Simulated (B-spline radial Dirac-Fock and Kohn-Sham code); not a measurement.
# Core levels of Ni⁺: a first try and its repair

Wanted: ΔSCF binding energies of Ni⁺ for K and L3.

Method: Delta-SCF core binding energies without Breit or QED terms under the stated settings; computed with B-spline radial Dirac-Fock and Kohn-Sham code, version 5.

## Step 1: The atom as given

The Ni⁺ ion in the configuration [Ar] 3d9.

| Item | Value |
| --- | --- |
| nuclear charge | 28 |
| electrons | 27 |
| mass number | 58 |
| nuclear rms radius | 3.7757 fm |

Outer shells as boxes (Hund's rule, for the drawing alone; heavy ions are jj-coupled, and the calculation averages over the configuration):

```
[Ar] core
3d [↑↓][↑↓][↑↓][↑↓][↑ ]
```

## Step 2: First try

Settings in task.json:

```ini
rel = dirac
method = hf
nuc = fermi
radius_factor = 1.0
rmax = 45.0
h = 0.3
order = 8
points = 10
c_factor = 1.0
maxit = 60
damp = 0.5
ndamp = 3
tol = 1e-08
cfg = 1s2 2s2 2p6 3s2 3p6 3d11
```

Keys: rel is the Hamiltonian, nuc the nuclear model, radius_factor scales its radius, rmax is the box in bohr, h the logarithmic mesh step, order the B-spline order, points the quadrature points a cell, c_factor scales the speed of light; damp, ndamp, maxit and tol steer the iteration.

Command:

```console
> python xray2_run.py task.json out
```

From the run's result record (rounded, not every field):

```text
{
  "status": "refused",
  "warnings": ["overfilled shell"]
}
```

## Step 3: What went wrong

The program refused the input. The fault: cfg puts more electrons into a shell than it can hold.

Remedy: set no cfg of its own.

## Step 4: The mended run

Changed: cfg removed.

From the run's result record (rounded, not every field):

```text
{
  "status": "converged",
  "total_energy [Ha]": -1519.0616685,
  "virial_ratio": 1.983519,
  "iterations": [11, 11, 11],
  "converged": [true, true, true],
  "highest_orbital_energy [eV]": -20.63926,
  "holes": ["K", "L3"],
  "binding [eV]": [8362.477, 871.2714],
  "cells": 60
}
```

## Step 5: What came out

```
  quantity                                                  value
 first try                                                refused
     fault  cfg puts more electrons into a shell than it can hold
      cure                                            cfg removed
mended run              converged (ground state in 11 iterations)
 K binding                                              8362.5 eV
L3 binding                                               871.3 eV
```

In words: The first try gave no usable level. The mended values lack Breit and QED terms.
